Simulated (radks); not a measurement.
**Gd⁻ inside a hard spherical wall**

Aim: energy, levels and pressure of Gd⁻ as a wall, at which all orbitals vanish, closes in. The configuration stays [Xe] 4f7 5d2 6s2.

Method: scalar-relativistic Kohn-Sham, r2SCAN, spin-polarised, spherical densities, finite nucleus; open shells are filled with parallel spins first. Code: radks (a radial shooting solver on a logarithmic mesh, Libxc functionals) version 1.

### Step 1. Starting point

| Quantity | Value |
| --- | --- |
| element | gadolinium (Z = 64) |
| charge | -1 |
| electrons | 65 |
| configuration | [Xe] 4f7 5d2 6s2 |
| nuclear rms radius | 5.1569 fm |

The outer shells:

Gd⁻
```
[Xe] core
4f [↑ ][↑ ][↑ ][↑ ][↑ ][↑ ][↑ ]
5d [↑ ][↑ ][  ][  ][  ]
6s [↑↓]
```

### Step 2. Wall at 10 bohr

The run's settings:

```text
Z 64
configuration [Xe] 4f7 5d2 6s2 6p0 7s0 5f0
relativity scalar-relativistic
functional r2scan,r2scan
spin polarised
nucleus finite rms 5.1569 fm
wall 10 bohr
c 137.035999084
```

### Step 3. Wall at 8 bohr

Input: that of step 2 with these lines changed.

```diff
@@ -6,3 +6,3 @@
 nucleus finite rms 5.1569 fm
-wall 10 bohr
+wall 8 bohr
 c 137.035999084
```

### Step 4. Wall at 7 bohr

Input: that of step 3 with these lines changed.

```diff
@@ -6,3 +6,3 @@
 nucleus finite rms 5.1569 fm
-wall 8 bohr
+wall 7 bohr
 c 137.035999084
```

### Step 5. Wall at 6 bohr

Input: that of step 4 with these lines changed.

```diff
@@ -6,3 +6,3 @@
 nucleus finite rms 5.1569 fm
-wall 7 bohr
+wall 6 bohr
 c 137.035999084
```

### Step 6. Wall at 5 bohr

Input: that of step 5 with these lines changed.

```diff
@@ -6,3 +6,3 @@
 nucleus finite rms 5.1569 fm
-wall 6 bohr
+wall 5 bohr
 c 137.035999084
```

### Step 7. Wall at 4 bohr

Input: that of step 6 with these lines changed.

```diff
@@ -6,3 +6,3 @@
 nucleus finite rms 5.1569 fm
-wall 5 bohr
+wall 4 bohr
 c 137.035999084
```

### Step 8. Wall at 3.5 bohr

Input: that of step 7 with these lines changed.

```diff
@@ -6,3 +6,3 @@
 nucleus finite rms 5.1569 fm
-wall 4 bohr
+wall 3.5 bohr
 c 137.035999084
```

### Step 9. Wall at 2 bohr

Input: that of step 8 with these lines changed.

```diff
@@ -6,3 +6,3 @@
 nucleus finite rms 5.1569 fm
-wall 3.5 bohr
+wall 2 bohr
 c 137.035999084
```

### Step 10. Wall at 1.5 bohr

Input: that of step 9 with these lines changed.

```diff
@@ -6,3 +6,3 @@
 nucleus finite rms 5.1569 fm
-wall 2 bohr
+wall 1.5 bohr
 c 137.035999084
```

Q: Predict the outcome of this session. Wanted: for each run, R; E − E(widest); ε(5d); ε(6p, empty); ε(7s, empty); ε(5f, empty); pressure.

As calculated:

```
R (bohr)  E − E(widest) (eV)  ε(5d) (eV)  ε(6p, empty) (eV)  ε(7s, empty) (eV)  ε(5f, empty) (eV)  pressure (GPa)
      10               0.000       2.835              3.146              6.443              8.000           0.250
       8               1.183       4.015              4.710             11.191             11.404            1.44
       7               2.767       5.119              6.358             15.928             14.282            3.90
       6               6.178       6.885              9.371             24.162             18.678            11.8
       5              14.280       9.914             15.453             39.794             25.852            43.0
       4              37.489      16.057             29.745             73.673             38.975             215
     3.5              66.675      22.121             44.721             106.78             50.483             576
       2              739.47      107.10             251.25             504.09             173.12           32895
     1.5              2365.1      260.64             587.72             1096.5             345.72          237270
```

In words: Eigenvalues are for spin up. At the tightest wall, 1.5 bohr, the energy stands 2365.1 eV above the widest wall (10 bohr) and the pressure, −dE/dV, is 237270 GPa. Of the levels in the table that exist at both ends, 7s (empty) rises most from the widest wall (10 bohr) (1090.0 eV). From R = 10 bohr inwards the highest occupied level lies above zero, in an anion first from self-interaction, then from the wall. Shells are not refilled when levels cross, and a hard wall is a model, not a crystal.
